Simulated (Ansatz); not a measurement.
# AsGeH2: the cost of one run

Program: Ansatz 0.2.0, Gaussian basis. Level of theory: cc-pVTZ, core rule «outside noble gas», up to 28 orbitals frozen. These are calculated values, not measurements.

The runs, in order: UHF; CCSD(T) on ROHF; CCSD(T) on UHF; BCCD(T) on ROHF; CCSDT(Q) on ROHF; CCSDT(Q) on UHF; CASSCF and MRCISD+Q, 10 electrons in 10 orbitals; CASSCF and NEVPT2, 10 electrons in 10 orbitals.

5 further runs of the same task are left out: 5 set aside as unsound or not needed.

### Step 1. The geometry

The geometry is a PBE0/def2-TZVP stationary point (not a proven minimum) of the parent state, kept for this charge and spin. No spin-orbit coupling is included. The filled d shell of Ge, As may be among the frozen orbitals whatever the setting's name suggests; the logs give the count.

4 atoms, charge 1, spin multiplicity 5.

Atoms are counted from 1 here; the program's logs count them from 0.

Bond lengths: Ge1–As2 2.506 Å, Ge1–H3 1.559 Å, As2–H4 1.525 Å. Angles: As2–Ge1–H3 115.1°, Ge1–As2–H4 92.9°.

### Step 2. UHF

Input file in.yaml:

```yaml
crystal:
  periodic: [false, false, false]
  atoms:
    - {symbol: Ge, position_ang: [0.000000, -0.057184, 1.266796]}
    - {symbol: As, position_ang: [0.000000, 0.057296, -1.236405]}
    - {symbol: H, position_ang: [0.000000, 1.323124, 1.991542]}
    - {symbol: H, position_ang: [0.000000, -1.460876, -1.383020]}
basis:
  gaussian: {orbitals: cc-pVTZ}
total_charge: 1
magnetization: {spin_polarized: true, initial_magnetization: 4}
hamiltonian: {xc: hf}
output: {orbitals: {seedname: orbitals}}
```

Launch:

```
ansatz run in.yaml --threads 1 --pin off --events-out ev --progress --plain --max-ram 4096MiB --backend cpu
```

What time and memory should one allow on 1 thread of AMD EPYC 7R13, shared host?

About 6.5 s, with a peak of 0.28 GiB.
